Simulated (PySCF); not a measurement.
# C2HPb (Pb(CCH)+): the cost of one run

The runs use PySCF 2.14.0; r2SCAN, Pb def2-SVP with ECP60, C def2-SVP, H def2-SVP; scalar-relativistic core potentials, no spin–orbit coupling.

4 further runs of the same task are left out: 2 for a known fault of the program, 1 that didn't finish, 1 set aside as unsound or not needed. Runs told in other sessions of the task aren't counted.

## 1. Where the work starts

4 atoms, charge 1, spin multiplicity 1.

Bond lengths: Pb1–C2 2.169 Å, C2–C3 1.233 Å, C3–H4 1.082 Å. Angles: Pb1–C2–C3 180.0°, C2–C3–H4 180.0°.

As a file:

```xyz
4

Pb    0.0000    0.0000   -0.1847
C     0.0000    0.0000    1.9843
C     0.0000    0.0000    3.2169
H     0.0000    0.0000    4.2989
```

Formal oxidation states: Pb +2. An earlier session relaxed this geometry at r2SCAN, Pb def2-SVP with ECP60, C def2-SVP, H def2-SVP (singlet, point group C∞v).

Its energy there is -269.321719 Eh.

## 2. Atoms moved at random, σ = 0.15 Å

Input file run.py (the lines that set the calculation):

```python
mol = gto.M(atom='''
Pb     0.05378     0.01737    -0.20874
C     -0.04392    -0.15554     1.82284
C      0.20246     0.15949     3.27597
H     -0.21233    -0.02132     4.42526''',
    basis={'Pb': 'def2-SVP', 'C': 'def2-SVP', 'H': 'def2-SVP'},
    ecp={'Pb': 'def2-SVP'},
    charge=1, spin=0)
mf = dft.RKS(mol, xc='R2SCAN')
mf.grids.atom_grid = (50, 194)
mf = mf.density_fit()  # fitting sets: Pb def2-universal-JKFIT, C def2-universal-JKFIT, H def2-universal-JKFIT
mf.conv_tol = 1e-08; mf.max_cycle = 55
mf.kernel(dm0)  # dm0: the density of the relaxed state
```

Started as:

```bash
OMP_NUM_THREADS=2 python run.py
```

**Question.** How long does this run take on 2 threads of Arm Neoverse V2, shared host?

About 1.3 s.
